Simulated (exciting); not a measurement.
# IrRu (P4/mmm) in exciting: reference runs

Aim: a first look at IrRu with PBEsol, on the cell as given and on a disturbed one.

All numbers are computed with exciting (release sodium); they aren't measurements. Logs are shortened: lines on timing, memory, paths and dates and some standing lists are left out, and cuts for length are marked.

### 1 The structure

Symmetry: P4/mmm, No. 123, tetragonal system. The conventional cell has a = 2.758 Å, b = 2.758 Å, c = 3.900 Å, α = 90.00°, β = 90.00°, γ = 90.00°. Around Ru (site symmetry 4/mmm) lie 8 Ir at 2.76 Å and 4 Ru at 2.76 Å. Ir (site symmetry 4/mmm) has 8 Ru at 2.76 Å and 4 Ir at 2.76 Å as nearest neighbours.

The cell was built by a generator and needn't be a form met in nature.

### 2 Single point, PBEsol

input.xml reads:

```xml
<input>
  <title>IrRu</title>
  <structure speciespath="./" tshift="false">
    <crystal scale="1">
      <basevect>5.211271806838 0.000000000000 0.000000000000</basevect>
      <basevect>0.000000000000 5.211271806838 0.000000000000</basevect>
      <basevect>0.000000000000 0.000000000000 7.369433773131</basevect>
    </crystal>
    <species speciesfile="Ru.xml" rmt="2.3">
      <atom coord="0.000000000000 0.000000000000 0.000000000000"/>
    </species>
    <species speciesfile="Ir.xml" rmt="2.3">
      <atom coord="0.500000000000 0.500000000000 0.500000000000"/>
    </species>
  </structure>
  <groundstate do="fromscratch" ngridk="10 10 7" rgkmax="9" gmaxvr="14" lmaxapw="10" lmaxmat="10" lmaxvr="8" xctype="GGA_PBE_SOL" stype="Fermi Dirac" swidth="0.00183747" nempty="18" ValenceRelativity="iora*" epsengy="1e-05" epspot="1e-05" maxscl="60" tforce="true" outputlevel="normal"/>
</input>
```

Potentials or basis: all-electron LAPW+lo, shipped species files, valence relativity iora*.

The run is started by

```bash
OMP_NUM_THREADS=1 exciting_smp
```

INFO.OUT:

```text
================================================================================
EXCITING SODIUM started
[... 10 lines left out ...]

 Lattice vectors (cartesian) :
      5.2112718068      0.0000000000      0.0000000000
      0.0000000000      5.2112718068      0.0000000000
      0.0000000000      0.0000000000      7.3694337731

 Reciprocal lattice vectors (cartesian) :
      1.2056913437      0.0000000000      0.0000000000
      0.0000000000      1.2056913437      0.0000000000
      0.0000000000      0.0000000000      0.8526008240

 Unit cell volume                           :     200.1343206123
 Brillouin zone volume                      :       1.2394186698

 Species :    1 (Ru)
     parameters loaded from                 :    Ru.xml
     name                                   :    ruthenium
     nuclear charge                         :     -44.00000000
     electronic charge                      :      44.00000000
     atomic mass                            :  184239.33920000
     muffin-tin radius                      :       2.30000000
     # of radial points in muffin-tin       :     400

     atomic positions (lattice) :
       1 :   0.00000000  0.00000000  0.00000000

 Species :    2 (Ir)
     parameters loaded from                 :    Ir.xml
     name                                   :    iridium
     nuclear charge                         :     -77.00000000
     electronic charge                      :      77.00000000
     atomic mass                            :  350390.15590000
     muffin-tin radius                      :       2.30000000
     # of radial points in muffin-tin       :     450

     atomic positions (lattice) :
       1 :   0.50000000  0.50000000  0.50000000

 Total number of atoms per unit cell        :       2

 Spin treatment                             :    spin-unpolarised

 Number of Bravais lattice symmetries       :      16
 Number of crystal symmetries               :      16

 k-point grid                               :      10   10    7
[... 34 lines left out ...]
 Smearing width                             :       0.00183747

 Using multisecant Broyden potential mixing
[... 6 lines left out ...]
* Groundstate module started                                                   *
********************************************************************************
 Output level for this task is set to normal

++++++++++++++++++++++++++++++++++++++++++++++++++++++++++++++++++++++++++++++++
[... 5 lines left out ...]
+ SCF iteration number :    1                                                  +
++++++++++++++++++++++++++++++++++++++++++++++++++++++++++++++++++++++++++++++++
 Total energy                               :    -22366.59488381
 _______________________________________________________________
 Fermi energy                               :         0.54000353
 Kinetic energy                             :     25065.32650779
 Coulomb energy                             :    -46956.88576796
 Exchange energy                            :      -467.09869079
 Correlation energy                         :        -7.93693287
[... 502 lines left out ...]
 RMS change in effective potential (target) :  0.117192E-08  ( 0.100000E-04)
 Absolute change in total energy   (target) :  0.518579E-06  ( 0.100000E-04)
 Charge distance                   (target) :  0.467545E-09  ( 0.100000E-04)
 Abs. change in max-nonIBS-force   (target) :   0.00000      ( 0.500000E-04)

++++++++++++++++++++++++++++++++++++++++++++++++++++++++++++++++++++++++++++++++
| Convergency criteria checked for the last 2 iterations                       +
| Convergence targets achieved. Performing final SCF iteration                 +
++++++++++++++++++++++++++++++++++++++++++++++++++++++++++++++++++++++++++++++++
 Total energy                               :    -22382.66932829
 _______________________________________________________________
 Fermi energy                               :         0.48545892
 Kinetic energy                             :     25058.07534252
 Coulomb energy                             :    -46965.19466392
 Exchange energy                            :      -467.61318237
 Correlation energy                         :        -7.93682452

 DOS at Fermi energy (states/Ha/cell)       :        51.03849005

 Electron charges :
     core                                   :        76.00000000
     core leakage                           :         0.00294888
     valence                                :        45.00000000
     interstitial                           :         4.46746134
     charge in muffin-tin spheres :
                  atom     1    Ru          :        41.93015541
                  atom     2    Ir          :        74.60238325
     total charge in muffin-tins            :       116.53253866
     total charge                           :       121.00000000

++++++++++++++++++++++++++++++++++++++++++++++++++++++++++++++++++++++++++++++++
+ Self-consistent loop stopped                                                 +
++++++++++++++++++++++++++++++++++++++++++++++++++++++++++++++++++++++++++++++++
 STATE.OUT is written

--------------------------------------------------------------------------------
- Writing atomic positions and forces                                          -
--------------------------------------------------------------------------------

 Atomic positions (lattice) :
 atom     1  Ru  :     0.00000000    0.00000000    0.00000000
 atom     2  Ir  :     0.50000000    0.50000000    0.50000000

 Total atomic forces including IBS (cartesian) :
 atom     1  Ru  :     0.00000000   -0.00000000    0.00000000
 atom     2  Ir  :     0.00000000    0.00000000    0.00000000

 Atomic force components including IBS (cartesian) :
 atom     1  Ru  :     0.00000000    0.00000000    0.00000000   HF force
                 :    -0.00000000    0.00000000    0.00000000   core correction
                 :     0.00000000    0.00000000    0.00000000   IBS correction
 atom     2  Ir  :    -0.00000000    0.00000000    0.00000000   HF force
                 :     0.00000000    0.00000000    0.00000000   core correction
                 :    -0.00000000   -0.00000000    0.00000000   IBS correction

********************************************************************************
* Groundstate module stopped                                                   *
********************************************************************************

--------------------------------------------------------------------------------
- CAUTION! Warnings have been written in file WARNING.OUT !                    -
--------------------------------------------------------------------------------
================================================================================
| EXCITING SODIUM stopped                                                      =
================================================================================
```

Run time: 2.1 min. Hardware: 1 thread of Arm Neoverse V2, shared host; peak memory 0.13 GiB.

Results:

* Free energy: -609063.4757 eV
* Band gap on the k mesh: none (metal or under the smearing width)
* All electrons inside the program's atomic spheres: Ru 41.93; Ir 74.60 (radii Ru 2.3, Ir 2.3 bohr)

Caveat: the log's total energy holds no entropy term; the free energy is that total less TS from the occupations. The run has no spin-orbit coupling, so splittings on Ir are missing.

### 3 Single point, PBEsol (atoms moved at random, drawn with an rms of 0.05 Å)

Edit input.xml of step 2 so:

```diff
@@ -9,6 +9,6 @@
     <species speciesfile="Ru.xml" rmt="2.3">
-      <atom coord="0.000000000000 0.000000000000 0.000000000000"/>
+      <atom coord="-0.018873000000 -0.005083000000 -0.003756000000"/>
     </species>
     <species speciesfile="Ir.xml" rmt="2.3">
-      <atom coord="0.500000000000 0.500000000000 0.500000000000"/>
+      <atom coord="0.468794000000 0.487944000000 0.491026000000"/>
     </species>
```

Potentials or basis: all-electron LAPW+lo, shipped species files, valence relativity iora*.

The run is started by

```bash
OMP_NUM_THREADS=1 exciting_smp
```

INFO.OUT:

```text
================================================================================
EXCITING SODIUM started
[... 10 lines left out ...]

 Lattice vectors (cartesian) :
      5.2112718068      0.0000000000      0.0000000000
      0.0000000000      5.2112718068      0.0000000000
      0.0000000000      0.0000000000      7.3694337731

 Reciprocal lattice vectors (cartesian) :
      1.2056913437      0.0000000000      0.0000000000
      0.0000000000      1.2056913437      0.0000000000
      0.0000000000      0.0000000000      0.8526008240

 Unit cell volume                           :     200.1343206123
 Brillouin zone volume                      :       1.2394186698

 Species :    1 (Ru)
     parameters loaded from                 :    Ru.xml
     name                                   :    ruthenium
     nuclear charge                         :     -44.00000000
     electronic charge                      :      44.00000000
     atomic mass                            :  184239.33920000
     muffin-tin radius                      :       2.30000000
     # of radial points in muffin-tin       :     400

     atomic positions (lattice) :
       1 :   0.98112700  0.99491700  0.99624400

 Species :    2 (Ir)
     parameters loaded from                 :    Ir.xml
     name                                   :    iridium
     nuclear charge                         :     -77.00000000
     electronic charge                      :      77.00000000
     atomic mass                            :  350390.15590000
     muffin-tin radius                      :       2.30000000
     # of radial points in muffin-tin       :     450

     atomic positions (lattice) :
[... 65 lines left out ...]
 Total energy                               :    -22366.62247964
 _______________________________________________________________
 Fermi energy                               :         0.54008266
 Kinetic energy                             :     25065.32221892
 Coulomb energy                             :    -46956.90759737
 Exchange energy                            :      -467.10013249
 Correlation energy                         :        -7.93696869
[... 502 lines left out ...]
 RMS change in effective potential (target) :  0.547068E-08  ( 0.100000E-04)
 Absolute change in total energy   (target) :  0.175347E-05  ( 0.100000E-04)
 Charge distance                   (target) :  0.764276E-09  ( 0.100000E-04)
 Abs. change in max-nonIBS-force   (target) :  0.371096E-07  ( 0.500000E-04)

++++++++++++++++++++++++++++++++++++++++++++++++++++++++++++++++++++++++++++++++
| Convergency criteria checked for the last 2 iterations                       +
| Convergence targets achieved. Performing final SCF iteration                 +
++++++++++++++++++++++++++++++++++++++++++++++++++++++++++++++++++++++++++++++++
 Total energy                               :    -22382.66918597
 _______________________________________________________________
 Fermi energy                               :         0.48567195
 Kinetic energy                             :     25058.08060464
 Coulomb energy                             :    -46965.19917832
 Exchange energy                            :      -467.61375884
 Correlation energy                         :        -7.93685346

 DOS at Fermi energy (states/Ha/cell)       :        51.23225904

 Electron charges :
     core                                   :        76.00000000
     core leakage                           :         0.00294916
     valence                                :        45.00000000
     interstitial                           :         4.46555234
     charge in muffin-tin spheres :
                  atom     1    Ru          :        41.93118939
                  atom     2    Ir          :        74.60325826
     total charge in muffin-tins            :       116.53444766
     total charge                           :       121.00000000

++++++++++++++++++++++++++++++++++++++++++++++++++++++++++++++++++++++++++++++++
+ Self-consistent loop stopped                                                 +
++++++++++++++++++++++++++++++++++++++++++++++++++++++++++++++++++++++++++++++++
 STATE.OUT is written

--------------------------------------------------------------------------------
- Writing atomic positions and forces                                          -
--------------------------------------------------------------------------------

 Atomic positions (lattice) :
 atom     1  Ru  :     0.98112700    0.99491700    0.99624400
 atom     2  Ir  :     0.46879400    0.48794400    0.49102600

 Total atomic forces including IBS (cartesian) :
 atom     1  Ru  :    -0.00251041   -0.00142538   -0.00132732
 atom     2  Ir  :     0.00251041    0.00142538    0.00132732

 Atomic force components including IBS (cartesian) :
 atom     1  Ru  :    -0.02770160   -0.01566557   -0.00761737   HF force
                 :     0.00980209    0.00554452   -0.00674198   core correction
                 :     0.01538911    0.00869567    0.01303203   IBS correction
 atom     2  Ir  :     0.02770160    0.01566557    0.00761737   HF force
                 :    -0.00980209   -0.00554452    0.00674198   core correction
                 :    -0.01538911   -0.00869567   -0.01303203   IBS correction

********************************************************************************
* Groundstate module stopped                                                   *
********************************************************************************

================================================================================
| EXCITING SODIUM stopped                                                      =
================================================================================
```

It took 14 min on 1 thread of Arm Neoverse V2, shared host; peak memory 0.15 GiB.

What came out:

- Free energy: -609063.4718 eV
- Largest force: 0.163 eV/Å
- Band gap on the k mesh: none (metal or under the smearing width)
- All electrons inside the program's atomic spheres: Ru 41.93; Ir 74.60 (radii Ru 2.3, Ir 2.3 bohr)

Forces on the atoms (eV/Å):
```
Ru  -0.129 -0.073 -0.068
Ir   0.129  0.073  0.068
```

Caveat: the log's total energy holds no entropy term; the free energy is that total less TS from the occupations. The run has no spin-orbit coupling, so splittings on Ir are missing.
